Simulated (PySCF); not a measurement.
# CH7BClNSi: the cost of one run

The runs use PySCF 2.14.0, with density-fitted response routines of our own; the level of theory stands in each step. All values are computed, except where a source is named. Atoms count from 0, in the outputs and in this text.

### 1 Starting geometry

12 atoms, charge 0, multiplicity 1; geometry from: GFN2-xTB. The atoms were then displaced at random by about 0.01 Å, so the start is not that level's minimum.

Bonds of the start (Å): N0–B1 1.37, B1–C2 1.57, C2–Si3 1.94, Si3–Cl4 2.01, N0–H5 1.04, N0–H6 0.99, B1–H7 1.18, C2–H8 1.07, C2–H9 1.10, Si3–H10 1.43, Si3–H11 1.48.

### 2 Geometry optimisation at PBE0-D3(BJ)/def2-SVP

Job settings and geometry (Å):

```
{"job": {"xc": "PBE0", "basis": "def2-SVP", "d3": "d3bj", "grid": 1, "shake": 0.01, "kind": "geom"}, "charge": 0, "multiplicity": 1}
N     -1.977760     0.093860     0.137280
B     -0.962050    -0.008040    -0.769290
C      0.331060    -0.793420    -0.355300
Si     1.626720     0.319080     0.563440
Cl     2.042980     1.938050    -0.550890
H     -2.850940     0.629420    -0.058020
H     -1.975160    -0.283370     1.056980
H     -1.046130     0.507980    -1.824980
H      0.846790    -1.209590    -1.200510
H      0.112780    -1.628380     0.324700
H      2.839490    -0.399240     0.824750
H      1.051900     0.805390     1.842800
```

Started as:

```bash
OMP_NUM_THREADS=1 python probes_run.py task.json out
```

The driver reads the jobs from task.json and runs them one after another.

Q: Estimate the wall time and peak memory of this first job on 1 thread of Arm Neoverse V1, shared host.

About 57 s, with a peak of 0.47 GiB.
